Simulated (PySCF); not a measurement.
# C3H11GeNOSi: magnetic properties

Wanted: magnetic properties for C3H11GeNOSi (`C=[CH][GeH2][NH][SiH2]OC`).

Computed with PySCF 2.14.0 and routines of our own; the level stands in each step. Atoms count from 0.

### Step 1. The system as given

18 atoms, charge 0, multiplicity 1; geometry from: GFN2-xTB.

### Step 2. Magnetic properties: GIAO B97-2/pcSseg-1

What the job is given:

```
{"job": {"kind": "mag", "xc": "B97-2", "basis": "pcSseg-1", "isotopologues": 2}, "charge": 0, "multiplicity": 1}
C     -2.306107     1.694561     0.027037
C     -2.852547     0.624410    -0.525651
Ge    -1.982061    -1.126299    -0.618335
N     -0.279876    -1.111564    -0.012022
Si     0.990795    -0.347022    -0.876523
O      2.173398    -0.345645     0.233668
C      3.473802     0.089061     0.012253
H     -2.803322     2.652789     0.067615
H     -1.319180     1.651253     0.463019
H     -3.843349     0.698402    -0.956651
H     -1.907722    -1.602527    -2.041700
H     -2.724036    -2.155125     0.198313
H     -0.137803    -1.201721     0.981133
H      1.328510    -1.155805    -2.052327
H      0.704291     1.027719    -1.317397
H      4.035168    -0.023857     0.940510
H      3.488621     1.138634    -0.291462
H      3.952660    -0.500945    -0.772657
```

Method: GIAO B97-2/pcSseg-1 magnetisability, rotational g tensor and spin-rotation constants, non-relativistic, gas phase.

On the command line:

```
$ OMP_NUM_THREADS=1 python excited_run.py task.json out
```

This one command runs all jobs of the session in turn.

The program printed:

```text
coarse grid: 66864 points
cycle   1  E = -2617.4799851243  dE =  2.570e-02  |g| = 1.100e+00  |ddm| = 3.873e+00
cycle   2  E = -2617.2572751514  dE =  2.227e-01  |g| = 1.500e+00  |ddm| = 1.892e+00
cycle   3  E = -2617.6341307339  dE = -3.769e-01  |g| = 1.993e-01  |ddm| = 1.394e+00
cycle   4  E = -2617.6409411424  dE = -6.810e-03  |g| = 7.342e-02  |ddm| = 1.896e-01
cycle   5  E = -2617.6417106946  dE = -7.696e-04  |g| = 1.454e-02  |ddm| = 5.594e-02
cycle   6  E = -2617.6417509550  dE = -4.026e-05  |g| = 7.240e-03  |ddm| = 1.518e-02
cycle   7  E = -2617.6417638996  dE = -1.294e-05  |g| = 1.032e-03  |ddm| = 6.125e-03
cycle   8  E = -2617.6417641687  dE = -2.691e-07  |g| = 3.001e-04  |ddm| = 1.242e-03
final grid: 139880 points
cycle   9  E = -2617.6417105758  dE = -5.935e-08  |g| = 4.257e-04  |ddm| = 1.923e-03
cycle  10  E = -2617.6417105116  dE =  6.423e-08  |g| = 6.983e-04  |ddm| = 8.999e-04
cycle  11  E = -2617.6417106143  dE = -1.027e-07  |g| = 3.884e-05  |ddm| = 5.533e-04
cycle  12  E = -2617.6417106146  dE = -3.229e-10  |g| = 1.548e-05  |ddm| = 3.951e-05
converged SCF energy = -2617.6417106146

Magnetisability tensor (1e-30 J/T^2)
    -1439.73      -47.96       82.22
      -47.96    -1346.64       35.93
       82.22       35.93    -1412.14
isotropic -1399.50   principal values   -1528.94  -1343.26  -1326.31
isotropic susceptibility -84.280 1e-6 cm^3/mol

Inertial axes            a          b          c
rot. const./GHz      3.0080     0.6726     0.5847
chi total           -86.272    -80.240    -86.328
chi diamagnetic    -541.946  -1862.775  -2127.461
chi paramagnetic    455.674   1782.534   2041.133
quadrupole/D A        9.123     -4.550     -4.573
g nuclear            0.6052     0.5552     0.5554
g electronic        -0.6439    -0.5632    -0.5607
g total             -0.0387    -0.0080    -0.0053

Spin-rotation constants (kHz, H = +C I.J)
atom  isotope        aa         bb         cc
  3    14N        0.091      0.024      0.007
  7     1H       -0.185      0.043     -0.063
  8     1H        0.221     -0.064     -0.053
  9     1H        0.246     -0.067     -0.055
 10     1H       -0.259     -0.040      0.005
 11     1H       -0.186     -0.033     -0.014
 12     1H       -0.335     -0.092     -0.001
 13     1H       -0.221     -0.018     -0.012
 14     1H       -0.217      0.011     -0.036
 15     1H       -0.178     -0.067      0.007
 16     1H       -0.305      0.016     -0.043
 17     1H       -0.244     -0.020     -0.024
  0    13C*       1.247      0.260      0.095
  1    13C*       1.299      0.256      0.098
  2   73Ge*      -0.784     -0.186     -0.182
  4   29Si*      -1.640     -0.412     -0.372
  5    17O*      -0.277     -0.028     -0.016
  6    13C*       0.438      0.142      0.126
* in the singly substituted isotopologue

Isotopologues: g along a, b, c
2H    at 7,8,9,10,11,12    -0.0317    -0.0071    -0.0047
13C   at 0                 -0.0376    -0.0080    -0.0053
```

It took 35 s on 1 thread of Arm Neoverse V2, shared host; peak memory 0.96 GiB.

From this job:

| quantity | value |
| --- | --- |
| magnetisability | -1400·10⁻³⁰ J/T² |
| molar susceptibility | -84.3·10⁻⁶ cm³/mol |
| rotational g (a, b, c) | -0.0387, -0.0080, -0.0053 |

### Step 3. Magnetic properties: common gauge origin LC-wPBE/pcseg-1

The job, as its differences from that of step 2:

```diff
@@ -1,2 +1,2 @@
-{"job": {"kind": "mag", "xc": "B97-2", "basis": "pcSseg-1", "isotopologues": 2}, "charge": 0, "multiplicity": 1}
+{"job": {"kind": "mag", "xc": "LC-wPBE", "basis": "pcseg-1", "gauge": [0, 0, 0]}, "charge": 0, "multiplicity": 1}
 C     -2.306107     1.694561     0.027037
```

Method: common gauge origin LC-wPBE/pcseg-1 magnetisability, rotational g tensor and spin-rotation constants, non-relativistic, gas phase.

The program printed:

```text
coarse grid: 66864 points
cycle   1  E = -2616.5146677767  dE =  2.240e-01  |g| = 7.009e-01  |ddm| = 4.147e+00
cycle   2  E = -2616.5318336243  dE = -1.717e-02  |g| = 7.048e-01  |ddm| = 1.084e+00
cycle   3  E = -2616.6222850566  dE = -9.045e-02  |g| = 6.217e-02  |ddm| = 5.215e-01
cycle   4  E = -2616.6232371576  dE = -9.521e-04  |g| = 2.389e-02  |ddm| = 9.340e-02
cycle   5  E = -2616.6233700198  dE = -1.329e-04  |g| = 7.643e-03  |ddm| = 3.241e-02
cycle   6  E = -2616.6233830182  dE = -1.300e-05  |g| = 1.841e-03  |ddm| = 8.458e-03
cycle   7  E = -2616.6233837209  dE = -7.027e-07  |g| = 5.035e-04  |ddm| = 3.044e-03
final grid: 139880 points
cycle   8  E = -2616.6233927615  dE = -9.149e-08  |g| = 4.776e-04  |ddm| = 1.473e-03
cycle   9  E = -2616.6233927840  dE = -2.248e-08  |g| = 4.583e-04  |ddm| = 7.918e-04
cycle  10  E = -2616.6233928276  dE = -4.359e-08  |g| = 3.920e-05  |ddm| = 3.276e-04
cycle  11  E = -2616.6233928281  dE = -5.120e-10  |g| = 1.654e-05  |ddm| = 6.473e-05
converged SCF energy = -2616.6233928281

Magnetisability tensor (1e-30 J/T^2)
    -4634.44     1011.14      314.17
     1011.14   -14122.32       -9.91
      314.17       -9.91   -15414.92
isotropic -11390.56   principal values  -15425.34 -14227.35  -4518.97
isotropic susceptibility -685.955 1e-6 cm^3/mol

Inertial axes            a          b          c
rot. const./GHz      3.0080     0.6726     0.5847
chi total          -274.805   -858.858   -924.204
chi diamagnetic    -541.708  -1862.369  -2126.987
chi paramagnetic    266.904   1003.511   1202.784
quadrupole/D A        9.352     -4.607     -4.745
g nuclear            0.6052     0.5552     0.5554
g electronic        -0.3772    -0.3171    -0.3304
g total              0.2280     0.2381     0.2250

Spin-rotation constants (kHz, H = +C I.J)
atom  isotope        aa         bb         cc
  3    14N        0.041     -0.063     -0.060
  7     1H        0.871      0.065      0.098
  8     1H       -0.145     -0.477     -0.419
  9     1H       -0.406      0.385      0.151
 10     1H        0.360     -0.136      0.072
 11     1H        0.610      0.368      0.496
 12     1H       -0.381     -0.565     -0.455
 13     1H        0.163     -0.120     -0.162
 14     1H       -0.324     -0.294     -0.377
 15     1H       -0.208      0.268      0.308
 16     1H       -0.292      0.106      0.079
 17     1H       -0.462      0.225      0.190
  0    13C*       1.114      0.217      0.031
  1    13C*       0.863      0.277      0.034
  2   73Ge*      -0.704     -0.162     -0.159
  4   29Si*      -1.896     -0.353     -0.322
  5    17O*      -0.174      0.008     -0.015
  6    13C*       0.332      0.194      0.179
* in the singly substituted isotopologue
```

Run time: 23 s. Hardware: 1 thread of Arm Neoverse V2, shared host; peak memory 0.85 GiB.

The run ended normally, but its values are not to be used for the molecule: a common gauge origin replaces GIAOs, so the magnetic properties depend on where the origin lies.

### Step 4. Outcome

| quantity | value |
| --- | --- |
| magnetisability (step 2, GIAO B97-2/pcSseg-1) | -1400·10⁻³⁰ J/T² |
| molar susceptibility (step 2, GIAO B97-2/pcSseg-1) | -84.3·10⁻⁶ cm³/mol |
| rotational g (a, b, c) (step 2, GIAO B97-2/pcSseg-1) | -0.0387, -0.0080, -0.0053 |
| runs | 0 failed, 1 ended on unsound input |

In words: Steps that list no spin-orbit terms leave them out, which matters at and beside the heavy atoms. Vibrational averaging and real surroundings are missing from these values.
